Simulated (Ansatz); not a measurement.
# Cu: the cost of one run

Method: DFT r2SCAN, scalar-relativistic, plane waves, PAW, in Ansatz 0.2.0.

## (1) The starting structure

The structure is hexagonal, space group P6_3/mmc (No. 194). Conventional cell: a = 2.534 Å, b = 2.534 Å, c = 4.113 Å, α = 90.00°, β = 90.00°, γ = 120.00°. Around Cu (site symmetry -6m2) lie 12 Cu at 2.52 to 2.53 Å.

As a file:

```xyz
2
Lattice="2.5341 0.0000 0.0000 -1.2670 2.1946 0.0000 0.0000 0.0000 4.1126" Properties=species:S:1:pos:R:3 pbc="T T T"
Cu    0.0000    1.4631    1.0281
Cu    1.2670    0.7315    3.0844
```

This is candidate A: structure listed in a database for this formula (P6_3/mmc, No. 194).

(A quick probe on a coarse mesh, which set the mesh and smearing, is not shown.)

## (3) The relaxation (candidate A)

The input, input.yaml:

```yaml
crystal:
  lattice:
    - [2.5340966698, 0.0, 0.0]
    - [-1.2670483349, 2.1945920917, 0.0]
    - [0.0, 0.0, 4.112571]
  atoms:
    - { symbol: Cu, position: [0.33333333, 0.66666667, 0.25] }
    - { symbol: Cu, position: [0.66666667, 0.33333333, 0.75] }
basis:
  ecutwfc: 500
kpoints:
  mp_grid: { grid: [24, 24, 14] }
hamiltonian:
  xc: r2scan
scf:
  occupations: { method: gaussian, width: 0.1 }
output:
  forces: true
  stress: true
  eigenvalues: true
relax:
  adjacent_minimum: "off"
  f_tol: 0.01
  max_steps: 80
  cell: { stress_tol: 0.05 }
```

Q: Estimate wall time and peak memory on 1 thread of an x86-64 CPU, shared host.

About 88 s, with a peak of 0.7 GiB.
